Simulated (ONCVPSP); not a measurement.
# Pseudopotential generation for silicon: ONCV, LDA (Perdew-Zunger)

Aim: build the potential from the settings below, then test how well it stands in for the atom: other configurations, scattering, ghost states and the plane-wave cutoff that it needs.

Program: ONCVPSP 4.0.1. Reference atom: LDA (Perdew-Zunger), scalar-relativistic, spherical and spin-unpolarised. All values are calculated.

## (1) Settings

The settings as typed:

| Quantity | Value |
| --- | --- |
| element | silicon (Si, Z = 14) |
| type | optimised norm-conserving Vanderbilt (ONCV) |
| frozen core | [Ne] |
| valence charge | 4 |
| reference configuration | 3s2 (charge +2) |
| partial waves | 3s: rc 1.25 bohr, ncon 3, nbas 7, qcut 6.3 1/bohr, 2 projectors, debl 1.5 Ha; p scattering state at 0.37 Ha: rc 1.05 bohr, ncon 4, nbas 7, qcut 6.5 1/bohr, local; d scattering state at 0.09 Ha: rc 1.05 bohr, ncon 4, nbas 7, qcut 8.9 1/bohr, 2 projectors, debl 3.8 Ha |
| local potential | the p channel |
| core correction | Teter function, fcfact 5.25, rcfact 1 |

## (2) Generation

The input, Si.dat:

```
# ATOM AND REFERENCE CONFIGURATION
# atsym  z   nc   nv     iexc    psfile
  Si 14.00    3    1        3      upf
#
#   n    l    f
    1    0    2.00
    2    0    2.00
    2    1    6.00
    3    0    2.00
#
# PSEUDOPOTENTIAL AND OPTIMIZATION
# lmax
    2
#
#   l,   rc,      ep,       ncon, nbas, qcut
    0    1.25    0.00    3    7    6.30
    1    1.05    0.37    4    7    6.50
    2    1.05    0.09    4    7    8.90
#
# LOCAL POTENTIAL
# lloc, lpopt,  rc(5),   dvloc0
    1    5    1.05    0.00
#
# VANDERBILT-KLEINMAN-BYLANDER PROJECTORs
# l, nproj, debl
    0    2    1.50
    1    0    2.40
    2    2    3.80
#
# MODEL CORE CHARGE
# icmod, fcfact, rcfact
    3    5.25    1.00
#
# LOG DERIVATIVE ANALYSIS
# epsh1, epsh2, depsh
   -3.00    5.00    0.02
#
# OUTPUT GRID
# rlmax, drl
    6.00    0.01
#
# TEST CONFIGURATIONS
# ncnf
    4
# nvcnf
#   n    l    f
    2
    3    0    2.00
    3    1    2.00
#
    2
    3    0    2.00
    3    1    1.00
#
    1
    3    0    1.00
#
    2
    3    0    0.00
    3    1    4.00
#
```

The run is started by

```console
$ oncvpsp.x < Si.dat > Si.out
```

Q: Predict the outcome of this session. Wanted: cutoffs for 1 and 0.1 mHa per electron, occupied waves; bound ghosts; GHOST(+) flags; largest test error; largest phase difference near zero energy, channels read; rms error of d²Exc/dn², without and with the model core.

The runs gave:

| quantity | value |
| --- | --- |
| cutoffs for 1 and 0.1 mHa per electron, occupied waves | 20 Ha and 84 Ha |
| bound ghosts | s at -139.88 eV |
| GHOST(+) flags | s at 153 eV |
| largest test error (AE − PS) | +1154 meV, for 3s0 3p4 |
| largest phase difference near zero energy, channels read | 0.030 rad |
| rms error of d²Exc/dn², without and with the model core | 10.48 and 6.82 mHa |

It has a bound ghost (s), a state that the atom doesn't have, and that rules the file out. The worst unpolarised test, 3s0 3p4, is off by 1154 meV on 10.2 eV; by total energies transferability rates as poor. By its cutoff, 20 Ha for the looser tolerance, it is of middling hardness. The tighter tolerance needs 84 Ha, and converged work needs a cutoff nearer that. That counts occupied waves only; other projectors can need more. Of the channels read, p scatters worst near zero energy, by up to 0.03 rad. The program also flags highly localised states, GHOST(+) (s). These are tests on the free atom; a crystal test is still owed.
